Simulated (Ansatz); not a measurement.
**C3H10AgOP: basis-set convergence**

One table from this session's results is given with a row withheld; the runs are named, their logs left out.

Computed with Ansatz 0.2.0, Gaussian basis. Level: one geometry, several basis sets.

Levels to be run: PBE0-D4/def2-SVP; ωB97M-V/def2-SVP; PBE0-D4/def2-QZVPP; ωB97M-V/def2-QZVPP; the functionals' def2-TZVPP values are taken from earlier runs.

## Structure used throughout

The geometry comes from an earlier relaxation with PBE0-D4 in a triple-zeta def2 set; it is a stationary point, not always the lowest conformer. Ag takes the def2 core potential; no spin-orbit term is included.

SMILES `C[P+](C)(C)[Ag-][OH]`, 16 atoms, charge 0, spin multiplicity 1.

Atoms are counted from 1 here; the program's logs count them from 0.

Bond lengths: C1–P2 1.820 Å, C1–H7 1.091 Å, C1–H8 1.093 Å, C1–H9 1.091 Å, P2–C3 1.820 Å, P2–C4 1.820 Å, P2–Ag5 2.293 Å, C3–H10 1.091 Å, C3–H11 1.093 Å, C3–H12 1.091 Å, C4–H13 1.091 Å, C4–H14 1.093 Å, C4–H15 1.091 Å, Ag5–O6 1.989 Å, O6–H16 0.959 Å. Angles: P2–C1–H7 109.4°, P2–C1–H8 111.2°, P2–C1–H9 109.4°, H7–C1–H8 109.3°, H7–C1–H9 108.0°, H8–C1–H9 109.3°, C1–P2–C3 102.9°, C1–P2–C4 102.9°, C1–P2–Ag5 114.9°, C3–P2–C4 102.9°, C3–P2–Ag5 115.6°, C4–P2–Ag5 115.7°, P2–C3–H10 109.4°, P2–C3–H11 111.3°, P2–C3–H12 109.4°, H10–C3–H11 109.3°, H10–C3–H12 108.0°, H11–C3–H12 109.4° and more.

Set-up of the first run:

File in.yaml:

```yaml
crystal:
  periodic: [false, false, false]
  atoms:
    - {symbol: C, position_ang: [-0.484615, -1.527639, 0.802822]}
    - {symbol: P, position_ang: [0.041293, -0.003162, -0.039835]}
    - {symbol: C, position_ang: [1.856668, -0.094247, 0.048179]}
    - {symbol: C, position_ang: [-0.298481, -0.367860, -1.790039]}
    - {symbol: Ag, position_ang: [-0.895516, 1.924265, 0.776137]}
    - {symbol: O, position_ang: [-1.641925, 3.650701, 1.422879]}
    - {symbol: H, position_ang: [-0.230292, -1.463041, 1.861776]}
    - {symbol: H, position_ang: [-0.002565, -2.406873, 0.368010]}
    - {symbol: H, position_ang: [-1.567497, -1.632417, 0.721046]}
    - {symbol: H, position_ang: [2.289176, 0.730955, -0.519643]}
    - {symbol: H, position_ang: [2.227035, -1.041473, -0.351983]}
    - {symbol: H, position_ang: [2.174292, 0.008531, 1.086845]}
    - {symbol: H, position_ang: [0.073718, 0.449477, -2.409584]}
    - {symbol: H, position_ang: [0.175812, -1.302191, -2.100899]}
    - {symbol: H, position_ang: [-1.376384, -0.441482, -1.941721]}
    - {symbol: H, position_ang: [-2.340729, 3.516466, 2.066003]}
basis:
  gaussian: {orbitals: def2-SVP}
hamiltonian: {xc: pbe0, dispersion: d4}
output: {orbitals: {seedname: orbitals}}
```

Among the steps run: PBE0-D4 in def2-SVP; ωB97M-V in def2-SVP; PBE0-D4 in def2-QZVPP; ωB97M-V in def2-QZVPP.

One table of the session follows, with a row left open; its other results are not shown here.

It belongs to the step «Functionals by basis». 

```
functional       basis  HOMO (eV)  LUMO (eV)
   PBE0-D4    def2-SVP      -5.61       0.04
   PBE0-D4  def2-TZVPP      -5.90      -0.11
   PBE0-D4  def2-QZVPP      -5.98      -0.26
   ωB97M-V    def2-SVP          ?          ?
   ωB97M-V  def2-TZVPP      -8.33       1.24
   ωB97M-V  def2-QZVPP      -8.42       0.68
```

**Question.** Estimate the row for ωB97M-V, def2-SVP.

As computed: HOMO (eV): -7.99; LUMO (eV): 1.39. In the column «HOMO (eV)» it lies between ωB97M-V, def2-TZVPP (-8.33) and PBE0-D4, def2-QZVPP (-5.98).
